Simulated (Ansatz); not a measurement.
# CH₄ClOSn radical: one species, many methods

How much do the methods differ for CH₄ClOSn radical? The plan is to run it at one geometry with functionals of several rungs and with coupled cluster, and see how far each lands from CCSD(T) at the basis-set limit for the atomisation energy.

Computed with Ansatz 0.2.0, Gaussian basis. Level: functionals in def2-TZVPP, the program's frozen cores in correlated methods.

The runs, in order: LDA (SPW92), PBE-D4, revPBE-D4, BLYP-D4, r2SCAN-D4, B97M-V, PBE0-D4, B3LYP-D4, r2SCANh-D4, r2SCAN0-D4, HSE06-D4, BHLYP-D4, CAM-B3LYP-D4, LC-ωPBE, ωB97X-V, ωB97M-V, B2PLYP, PBE-QIDH; CCSD(T)/def2-SVP; CCSD(T)/def2-TZVPP; MP2/def2-QZVPP; extrapolation to the limit; RPA on PBE.

## (1) Structure used throughout

All runs share one geometry, relaxed beforehand with PBE0-D4 in a triple-zeta def2 set. Sn takes the def2 core potential; no spin-orbit term is included.

SMILES `[CH3][Sn]([OH])[Cl]`, 8 atoms, charge 0, spin multiplicity 2.

Atoms are counted from 1 here; the program's logs count them from 0.

Bond lengths: C1–Sn2 2.166 Å, C1–H5 1.088 Å, C1–H6 1.088 Å, C1–H7 1.090 Å, Sn2–O3 1.971 Å, Sn2–Cl4 2.366 Å, O3–H8 0.961 Å. Angles: Sn2–C1–H5 109.2°, Sn2–C1–H6 108.9°, Sn2–C1–H7 105.3°, H5–C1–H6 111.1°, H5–C1–H7 111.1°, H6–C1–H7 110.9°, C1–Sn2–O3 103.4°, C1–Sn2–Cl4 107.5°, O3–Sn2–Cl4 103.9°, Sn2–O3–H8 113.7°.

## (2) LDA

This LDA is Slater exchange with PW92 correlation.

File in.yaml:

```yaml
crystal:
  periodic: [false, false, false]
  atoms:
    - {symbol: C, position_ang: [-0.109381, 1.345453, -0.183543]}
    - {symbol: Sn, position_ang: [-0.713449, -0.659845, 0.367486]}
    - {symbol: O, position_ang: [0.917058, -1.422106, 1.169680]}
    - {symbol: Cl, position_ang: [-0.992839, -1.893350, -1.632524]}
    - {symbol: H, position_ang: [-0.903612, 1.812065, -0.762369]}
    - {symbol: H, position_ang: [0.100522, 1.912040, 0.721833]}
    - {symbol: H, position_ang: [0.792837, 1.220591, -0.782870]}
    - {symbol: H, position_ang: [1.000964, -2.371748, 1.046508]}
basis:
  gaussian: {orbitals: def2-TZVPP}
magnetization: {spin_polarized: true, initial_magnetization: 1}
hamiltonian: {xc: lda}
output: {orbitals: {seedname: orbitals}}
```

The run is started by

```console
$ ansatz run in.yaml --threads 4 --pin off --events-out ev --progress --plain --max-ram 10444MiB
```

The runs that follow: PBE-D4 (GGA); revPBE-D4 (GGA); BLYP-D4 (GGA); r2SCAN-D4 (meta-GGA); B97M-V (meta-GGA); PBE0-D4 (hybrid); B3LYP-D4 (hybrid); r2SCANh-D4 (hybrid); r2SCAN0-D4 (hybrid); HSE06-D4 (hybrid); BHLYP-D4 (hybrid); CAM-B3LYP-D4 (range-separated); LC-ωPBE (range-separated); ωB97X-V (range-separated); ωB97M-V (range-separated); B2PLYP (double hybrid); PBE-QIDH (double hybrid); CCSD(T) in def2-SVP; CCSD(T) in def2-TZVPP; MP2 in def2-QZVPP; RPA on PBE orbitals.

**Question.** What will the summary of the whole plan be? Wanted: atomisation energy, CCSD(T)/CBS; farthest beyond LDA; mean size of error, GGA; mean size of error, meta-GGA; mean size of error, hybrid; mean size of error, range-separated; mean size of error, double hybrid; gap, smallest and largest; T1 diagnostic.

**Answer**, as computed:

```
                               quantity                                                                                      value
        atomisation energy, CCSD(T)/CBS                                                                              2646.8 kJ/mol
 functionals within 26.5 kJ/mol (1.0 %)  BLYP-D4, r2SCAN-D4, B97M-V, PBE0-D4, r2SCANh-D4, HSE06-D4, CAM-B3LYP-D4, ωB97X-V, ωB97M-V
                    farthest beyond LDA                                                                   BHLYP-D4 (-119.1 kJ/mol)
                mean size of error, GGA                                                                                30.3 kJ/mol
           mean size of error, meta-GGA                                                                                 4.4 kJ/mol
             mean size of error, hybrid                                                                                46.5 kJ/mol
    mean size of error, range-separated                                                                                23.6 kJ/mol
      mean size of error, double hybrid                                                                                52.7 kJ/mol
              gap, smallest and largest                                                   0.65 eV (LDA (SPW92)), 7.57 eV (LC-ωPBE)
                          T1 diagnostic                                                                                     0.0158
triples share of the correlation energy                                                                                      3.6 %
```

LDA overbinds by 385.3 kJ/mol (15 %). PBE-D4 is off by +38.4 kJ/mol. Double hybrids carry the basis error of their MP2 part in triple zeta, and no dispersion term here, so their miss is partly the set-up's. The rungs meta-GGA, range-separated miss on average by less than the doubt on the reference (26.5 kJ/mol), so they tie. The reference freezes the cores and leaves out spin-orbit coupling and excitations past (T), and its outer-core shells are covered unevenly, so misses under about 26.5 kJ/mol can't be ranked. All levels share the lack of spin-orbit coupling, which lowers the free heavy atoms and so the true binding. Hartree-Fock recovers 70 % of the binding; the rest is correlation. CCSD(T) in def2-SVP is off by -227.9 kJ/mol, more than most functionals: a good method in a small basis is no reference. The gap grows from 0.7 to 7.6 eV across the functionals, mostly with the share of exact exchange. Correlated methods include outer-core shells of Sn, which these sets cover unevenly.
